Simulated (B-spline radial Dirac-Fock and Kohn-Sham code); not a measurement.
# Eu⁵⁴⁺: core levels and X-ray properties

Wanted for europium as Eu⁵⁴⁺: its X-ray form factor and Compton profile, the binding energy of each subshell and how cheaper methods do for the levels.

Method: a free atom or ion on a radial basis; each step names its model; computed with B-spline radial Dirac-Fock and Kohn-Sham code, version 2.

### Step 1. What is computed

The Eu⁵⁴⁺ ion, [He] 2s2 2p5.

```yaml
nuclear_charge: 63
electrons: 9
mass_number: 153
nuclear_rms_radius: 5.1115 fm
```

### Step 2. Scattering by the electron cloud

Model: Dirac-Fock average of configuration, finite nucleus; form factor of the spherical density, Waller-Hartree incoherent function, impulse-approximation Compton profiles.

The run's settings:

```ini
task = scatter
Z = 63
charge = 54
configuration = 1s2 2s2 2p5
mass_number = 153
rms_radius = 5.1115  # fm
s = [0.0, 0.07, 0.09, 0.11, 0.13, 0.16, 0.19, 0.24, 0.29, 0.35, 0.43, 0.53, 0.64, 0.78, 0.96, 1.17, 1.43, 1.75, 2.13, 2.61, 3.18, 3.89, 4.75]  # 1/A
pz = [0, 0.1, 0.2, 0.3, 0.4, 0.5, 0.6, 0.8, 1.0, 1.2, 1.4, 1.6, 1.8, 2.0, 2.5, 3.0, 4.0, 5.0, 7.0, 10.0, 15.0, 20.0, 30.0, 40.0, 60.0, 100.0]  # a.u.
photon_energy = [2000, 5000, 8047.8, 10000, 30000, 100000, 500000, 1000000]  # eV
```

### Step 3. Core and valence levels

Model: Dirac-Fock average of configuration, Delta-SCF, finite nucleus, first-order Breit with its frequency dependence, self-energy and vacuum polarisation.

The run's settings:

```ini
task = binding
```

### Step 4. The levels by Dirac LDA

Model: Dirac-Kohn-Sham LDA (Slater exchange, VWN correlation), finite nucleus, spherical and without spin polarisation.

The run's settings:

```ini
task = binding-ladder
method = lda,vwn
relativity = dirac
```

### Step 5. The levels by non-relativistic HF

Model: non-relativistic Hartree-Fock, average of configuration, point nucleus.

Recorded inputs:

```ini
task = binding-ladder
method = hf
relativity = nr
```

(Steps that only read results are left out.)

Before running it: what results should come out? Wanted: rms radius of the electron cloud; form factor halves at; Compton profile at zero; deepest level listed, K; least bound, L2,3; Dirac LDA, K: eigenvalue / ΔSCF; non-relativistic HF, 1s: eigenvalue / ΔSCF.

**Answer**, as computed:

| quantity | value |
| --- | --- |
| rms radius of the electron cloud | 0.0827 bohr |
| form factor halves at | 4.0 1/Å |
| Compton profile at zero | 0.2210 1/a.u. |
| deepest level listed, K (1s) | 53078.6 eV |
| least bound, L2,3 (2p) | 11389.9 eV |
| ionisation energy, NIST (theoretical) | 11153.0 eV |
| Dirac LDA, K: eigenvalue / ΔSCF | 52771.9 / 53277.0 eV |
| non-relativistic HF, 1s: eigenvalue / ΔSCF | 50379.9 / 50363.7 eV |

The form factor starts at the 9 electrons and halves by s = 4.0 1/Å. Incoherent scattering outweighs coherent from 500 keV on, among the energies asked. The K (1s) level lies 19.3 eV under Koopmans' value by relaxation alone; Breit gives -126.59 and QED -70.24 eV. NIST's ionisation energy differs by -236.91 eV from the least binding energy; the calculation averages open shells over their j components and terms. Dirac LDA misses the K level by -0.6 % with its eigenvalue and by +0.4 % with ΔSCF. Breit and QED terms, which only the reference holds, shift this level by tenths of a per cent, so the eigenvalue's nearness can be cancellation. Non-relativistic HF misses the 1s level by -5.1 % with its eigenvalue and by -5.1 % with ΔSCF, as relativity is missing. The Hartree-Fock and Dirac-Fock values hold no electron correlation.
